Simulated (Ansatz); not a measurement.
# BH6OSn+ (SMILES [BH2][SnH2][OH2+]): a rigid scan of the angle H6–Sn2–H7

How does the energy rise as the angle H6–Sn2–H7 leaves its equilibrium value, and do density functionals follow CCSD(T)? No other atom is relaxed.

The runs use Ansatz 0.2.0, Gaussian basis; single points in def2-TZVPP.

Levels: PBE-D4, r2SCAN-D4, PBE0-D4, B3LYP-D4, wB97M-V, Hartree-Fock, MP2, CCSD, CCSD(T). The scan takes 94.3, 98.8, 103.3, 107.8, 112.3, 116.8, 121.3, 125.8, 130.3°.

Cores are frozen in the correlated methods. Filled d shells of the heavier atoms are correlated. Core potentials replace the inner electrons past krypton, and spin-orbit coupling is left out. B3LYP uses VWN-RPA correlation.

61 further runs of the same task are left out: 1 that didn't finish, 60 set aside as unsound or not needed.

### Step 1. The starting structure

The minimum, relaxed at PBE0-D4: SMILES `[BH2][SnH2][OH2+]`, 9 atoms, charge 1, spin multiplicity 1.

Atoms are counted from 1 here; the program's logs count them from 0.

Bond lengths: B1–Sn2 2.237 Å, B1–H4 1.188 Å, B1–H5 1.187 Å, Sn2–O3 2.231 Å, Sn2–H6 1.695 Å, Sn2–H7 1.693 Å, O3–H8 0.965 Å, O3–H9 0.965 Å. Angles: Sn2–B1–H4 118.8°, Sn2–B1–H5 117.9°, H4–B1–H5 123.3°, B1–Sn2–O3 100.2°, B1–Sn2–H6 121.7°, B1–Sn2–H7 122.3°, O3–Sn2–H6 96.4°, O3–Sn2–H7 92.1°, H6–Sn2–H7 112.3°, Sn2–O3–H8 122.8°, Sn2–O3–H9 124.7°, H8–O3–H9 108.5°.

Geometry (Å):

```
B    -1.29351    0.55640   -1.28814
Sn    0.58996    0.70642   -0.08969
O     0.47930   -1.20146    1.06237
H    -2.03386   -0.34987   -1.08156
H    -1.50358    1.39653   -2.10009
H     0.71053    1.73317    1.25355
H     2.10532    0.30423   -0.72934
H     1.25452   -1.62010    1.45724
H    -0.30869   -1.52531    1.51567
```

Energies of the minimum (eV), from earlier single points: PBE-D4 -8641.97282, r2SCAN-D4 -8646.29675, PBE0-D4 -8642.62131, B3LYP-D4 -8648.26258, wB97M-V -8642.94009, CCSD(T) -8622.85772.

At the minimum the angle H6–Sn2–H7 is 112.3°.

### Step 2. H6–Sn2–H7 = 94.3°

File pbe-tzvpp/in.yaml:

```yaml
crystal:
  periodic: [false, false, false]
  atoms:
    - {symbol: B, position_ang: [-1.293511, 0.556397, -1.288139]}
    - {symbol: Sn, position_ang: [0.589960, 0.706416, -0.089692]}
    - {symbol: O, position_ang: [0.479296, -1.201464, 1.062368]}
    - {symbol: H, position_ang: [-2.033861, -0.349870, -1.081556]}
    - {symbol: H, position_ang: [-1.503580, 1.396531, -2.100093]}
    - {symbol: H, position_ang: [1.226790, 1.678575, 1.144164]}
    - {symbol: H, position_ang: [2.105319, 0.304230, -0.729342]}
    - {symbol: H, position_ang: [1.254524, -1.620096, 1.457239]}
    - {symbol: H, position_ang: [-0.308691, -1.525312, 1.515669]}
basis:
  gaussian: {orbitals: def2-TZVPP}
total_charge: 1
hamiltonian: {xc: pbe, dispersion: d4}
output: {forces: true}
```

r2scan-tzvpp/in.yaml, as changes to pbe-tzvpp/in.yaml:

```diff
-hamiltonian: {xc: pbe, dispersion: d4}
+hamiltonian: {xc: r2scan, dispersion: d4}
```

pbe0-tzvpp/in.yaml:

```diff
-hamiltonian: {xc: pbe, dispersion: d4}
-output: {forces: true}
+hamiltonian: {xc: pbe0, dispersion: d4}
+output: {forces: true, orbitals: {seedname: orbitals}}
```

b3lyp-tzvpp/in.yaml:

```diff
-hamiltonian: {xc: pbe, dispersion: d4}
+hamiltonian: {xc: {name: B3LYP}, dispersion: d4}
```

wb97mv-tzvpp/in.yaml:

```diff
-hamiltonian: {xc: pbe, dispersion: d4}
-output: {forces: true}
+hamiltonian: {xc: {name: wB97M-V}}
```

ccsdt-tzvpp/in.yaml:

```diff
-hamiltonian: {xc: pbe, dispersion: d4}
-output: {forces: true}
+correlation: {method: ccsd_t}
```

Each run has its own folder and the same command.

Command:

```sh
ansatz run in.yaml --threads 2 --pin off --events-out ev --progress --plain --max-ram 4352MiB
```

Further steps of the session: H6–Sn2–H7 = 98.8°; H6–Sn2–H7 = 103.3°; H6–Sn2–H7 = 107.8°; H6–Sn2–H7 = 112.3°; H6–Sn2–H7 = 116.8°; H6–Sn2–H7 = 121.3°; H6–Sn2–H7 = 125.8°; H6–Sn2–H7 = 130.3°.

What does the calculation give? Wanted: highest point, CCSD(T); lowest point, CCSD(T); minimum along the scan, CCSD(T); RMS deviation from CCSD(T); largest T1 diagnostic.

The runs gave:

| quantity | value |
| --- | --- |
| highest point, CCSD(T) | 15.7 kJ/mol at 94.3° |
| lowest point, CCSD(T) | 0.0 kJ/mol at 112.3° |
| minimum along the scan, CCSD(T) | 112.4° |
| curvature there | 0.95 meV/deg² |
| RMS deviation from CCSD(T) | PBE-D4 1.1, r2SCAN-D4 0.7, PBE0-D4 0.2, B3LYP-D4 0.5, wB97M-V 0.3, Hartree-Fock 1.7, MP2 0.3, CCSD 0.2 kJ/mol |
| largest T1 diagnostic | 0.012 |

What this shows: A polynomial through the near points puts the CCSD(T) minimum 0.1° above the PBE0-D4 value. Curvature against CCSD(T): PBE-D4 -10 %, Hartree-Fock +19 %. The curve of PBE0-D4 lies nearest to CCSD(T), that of Hartree-Fock farthest.
